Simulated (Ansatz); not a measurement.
# C3H7Br (1-bromopropane): BLYP/def2-SVP

What is the energy change on altering one bond length of C3H7Br (1-bromopropane) at BLYP/def2-SVP? 

The calculation is run with Ansatz 0.2.0.

55 further runs of the same task are left out: 55 set aside as unsound or not needed.

## Step 1: Starting point

C3H7Br has 11 atoms, charge 0, and is taken as a singlet. As SMILES, `CCCBr`. The shape is that of a PBE0-D4/def2-TZVP optimisation. This is one conformer, not always the lowest.

Bond lengths: C1–C2 1.517 Å, C2–C3 1.510 Å, C3–Br4 1.953 Å, C1–H5 1.092 Å, C1–H6 1.092 Å, C1–H7 1.093 Å, C2–H8 1.094 Å, C2–H9 1.098 Å, C3–H10 1.089 Å, C3–H11 1.088 Å. Some angles: C1–C2–C3 114.2°, C2–C3–Br4 112.5°, C1–C2–H8 110.4°, C1–C2–H9 109.7°, C3–C2–H8 109.3°, C3–C2–H9 106.4°, C2–C1–H5 111.0°, C2–C1–H6 110.9°, C2–C1–H7 111.1°, C2–C3–H10 112.1°.

## Step 2: The energy at BLYP/def2-SVP

The input, input.yaml:

```yaml
crystal:
  periodic: [false, false, false]
  atoms:
    - {symbol: C, position_ang: [-0.555400, 1.176300, 0.174600]}
    - {symbol: C, position_ang: [-0.232700, -0.258200, 0.548300]}
    - {symbol: C, position_ang: [0.751200, -0.933400, -0.376500]}
    - {symbol: Br, position_ang: [0.042600, -1.165200, -2.181600]}
    - {symbol: H, position_ang: [-1.020500, 1.228900, -0.811600]}
    - {symbol: H, position_ang: [-1.242800, 1.621500, 0.896400]}
    - {symbol: H, position_ang: [0.349400, 1.789900, 0.151000]}
    - {symbol: H, position_ang: [-1.148000, -0.854800, 0.598800]}
    - {symbol: H, position_ang: [0.212600, -0.288200, 1.551000]}
    - {symbol: H, position_ang: [1.664500, -0.352300, -0.499500]}
    - {symbol: H, position_ang: [1.004600, -1.937400, -0.042700]}
basis:
  gaussian:
    orbitals: def2-SVP
hamiltonian:
  xc: {name: BLYP}
accuracy: high
output: {orbitals: {seedname: orbitals}}
```

Launch:

```
ansatz run input.yaml --threads 1 --pin off --max-ram 3480MiB --events-out events.jsonl --progress --plain --runs-dir runs
```

What it wrote:

```text
Warning: RAYON_NUM_THREADS=1 ignored (pool sized by the plan → 1); use --threads N
Functional definition: BLYP
  name "BLYP"
  parameter beta = 0.0042
  parameter a = 0.04918
  parameter b = 0.132
  parameter c = 0.2533
  parameter d = 0.349
  exchange = b88_x(beta = beta)
  correlation = lyp_c(a = a, b = b, c = c, d = d)
2527 factors; integrals over basis functions are off by at most 4.7e-9 eV
mean field evaluation 1: about -73247.2693 eV, gradient 6.8e1 eV
mean field evaluation 2: about -73223.5697 eV, gradient 1.1e2 eV
mean field evaluation 4: about -73259.2114 eV, gradient 7.5e0 eV
mean field evaluation 8: about -73259.3566 eV, gradient 3.3e-1 eV
mean field evaluation 16: about -73259.3569 eV, gradient 1.2e-5 eV
mean field -73259.35687963 eV, -2692.2317083508 hartree, gradient 7.4e-8 eV, S^2 0.000000; 0 other end points of the search recorded, 0 dependent functions left out
reference -73259.35693690 eV, -2692.2317104553 hartree; 30, 30 occupied and 79, 79 virtual orbitals, 2527 factors
Total energy: -73259.35693690 eV, -2692.2317104553 hartree
```

Wall time 6.6 s (1 thread of AMD EPYC 9R14 (Zen 4), shared host); peak memory 0.34 GiB.

## Step 3: The distorted shape

The input, job.yaml:

```yaml
basis:
  gaussian:
    orbitals: def2-SVP
crystal:
  periodic: [false, false, false]
  atoms:
    - {symbol: C, position_ang: [-1.736112, 1.986562, 1.284390]}
    - {symbol: C, position_ang: [-1.413412, 0.552062, 1.658090]}
    - {symbol: C, position_ang: [0.751200, -0.933400, -0.376500]}
    - {symbol: Br, position_ang: [0.042600, -1.165200, -2.181600]}
    - {symbol: H, position_ang: [-2.201212, 2.039162, 0.298190]}
    - {symbol: H, position_ang: [-2.423512, 2.431762, 2.006190]}
    - {symbol: H, position_ang: [-0.831312, 2.600162, 1.260790]}
    - {symbol: H, position_ang: [-2.328712, -0.044538, 1.708590]}
    - {symbol: H, position_ang: [-0.968112, 0.522062, 2.660790]}
    - {symbol: H, position_ang: [1.664500, -0.352300, -0.499500]}
    - {symbol: H, position_ang: [1.004600, -1.937400, -0.042700]}
magnetization:
  spin_polarized: false
  initial_magnetization: 0
hamiltonian:
  xc: {name: BLYP}
accuracy: high
output:
  orbitals: {seedname: orbitals}
```

Launch:

```
ansatz run job.yaml --threads 1 --pin off --max-ram 3480MiB --events-out events.jsonl --progress --plain --runs-dir runs
```

What it wrote:

```text
Warning: RAYON_NUM_THREADS=1 ignored (pool sized by the plan → 1); use --threads N
Functional definition: BLYP
  name "BLYP"
  parameter beta = 0.0042
  parameter a = 0.04918
  parameter b = 0.132
  parameter c = 0.2533
  parameter d = 0.349
  exchange = b88_x(beta = beta)
  correlation = lyp_c(a = a, b = b, c = c, d = d)
2437 factors; integrals over basis functions are off by at most 1.0e-8 eV
mean field evaluation 1: about -73220.8453 eV, gradient 1.0e2 eV
mean field evaluation 2: about -72917.5567 eV, gradient 2.4e2 eV
mean field evaluation 4: about -73228.5413 eV, gradient 8.8e1 eV
mean field evaluation 8: about -73248.4870 eV, gradient 3.4e1 eV
mean field evaluation 16: about -73254.8705 eV, gradient 2.6e-1 eV
mean field -73254.87151705 eV, -2692.0668743163 hartree, gradient 3.0e-8 eV, S^2 0.000000; 0 other end points of the search recorded, 0 dependent functions left out
reference -73254.87158194 eV, -2692.0668767008 hartree; 30, 30 occupied and 79, 79 virtual orbitals, 2437 factors
Total energy: -73254.87158194 eV, -2692.0668767008 hartree
```

Run time: 6.3 s. Hardware: 1 thread of AMD EPYC 9R14 (Zen 4), shared host; peak memory 0.31 GiB.

## Step 4: Results

At BLYP/def2-SVP:

| quantity | value |
| --- | --- |
| first shape: total energy | -2692.23171 Eh |
| first shape: HOMO energy | -6.07 eV |
| first shape: LUMO energy | -0.39 eV |
| first shape: HOMO–LUMO gap | 5.68 eV |
| distorted shape: total energy | -2692.06688 Eh |
| distorted shape: HOMO energy | -4.85 eV |
| distorted shape: LUMO energy | -3.84 eV |
| distorted shape: HOMO–LUMO gap | 1.01 eV |
| energy change with the C2–C3 bond stretched from 1.510 to 3.321 Å | 4.485 eV |

In words: One bond (distorted shape) is far stretched, which a spin-restricted single reference describes badly; a broken-symmetry solution may lie lower. With the C2–C3 bond stretched from 1.510 to 3.321 Å the energy rises by 4.49 eV (433 kJ/mol). The first shape isn't relaxed at this level, so the change isn't measured from a minimum. A restricted reference can't describe the breaking bond well at this length.
